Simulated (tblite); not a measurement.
# C6H16OSSi: the cost of one run

Programs: tblite 0.8.0 and PySCF 2.14.0, with density-fitted response routines of our own. Each step states its level of theory. These are calculated values for one molecule in the gas phase, unless marked as measured. Atoms count from 0, in the outputs and in this text.

## (1) Starting geometry

25 atoms, charge 0, multiplicity 1; geometry from: force field or distance geometry start.

Bonds of the start (Å): C0–C1 1.53, C1–C2 1.48, C2–C3 1.52, C2–Si4 1.89, Si4–O5 1.71, O5–C6 1.37, Si4–S7 2.16, S7–C8 1.80, C0–H9 1.11, C0–H10 1.10, C0–H11 1.12, C1–H12 1.10, C1–H13 1.11, C2–H14 1.12, C3–H15 1.13, C3–H16 1.10, C3–H17 1.09, Si4–H18 1.47, C6–H19 1.12, C6–H20 1.13, C6–H21 1.09, C8–H22 1.13, C8–H23 1.10, C8–H24 1.13.

## (2) Geometry optimisation with GFN2-xTB

The job: settings as JSON, then the geometry in Å.

```
{"job": {"kind": "relax", "xc": "GFN2-xTB", "basis": "xTB"}, "charge": 0, "multiplicity": 1}
C      2.403000     0.878800     0.933300
C      2.147100    -0.405400     0.136300
C      1.018400    -0.271800    -0.812900
C      0.789700    -1.553700    -1.592400
Si    -0.606000     0.149400     0.057200
O     -1.742400    -1.027900    -0.430700
C     -1.929700    -2.038700     0.473700
S     -1.257300     2.013600    -0.828300
C     -2.402100     2.901300     0.241500
H      2.611100     0.651700     1.996100
H      1.557500     1.576900     0.803600
H      3.294600     1.424300     0.536400
H      3.069200    -0.563800    -0.442000
H      2.058400    -1.285800     0.813200
H      1.281600     0.518100    -1.556000
H      0.050300    -2.144800    -0.983600
H      1.745300    -2.095100    -1.633700
H      0.397300    -1.257200    -2.570200
H     -0.456500     0.258000     1.511900
H     -2.136700    -2.963800    -0.130800
H     -2.879100    -1.894600     1.062500
H     -1.084500    -2.285600     1.119900
H     -1.866200     3.757400     0.758400
H     -2.925900     2.277500     0.979600
H     -3.148000     3.405300    -0.433800
```

Started as:

```sh
$ OMP_NUM_THREADS=1 python probes_run.py task.json out
```

This one command runs all jobs of the session in turn.

**Question.** How long does this first job take on 1 thread of Arm Neoverse V1, shared host?

About 2.9 s.
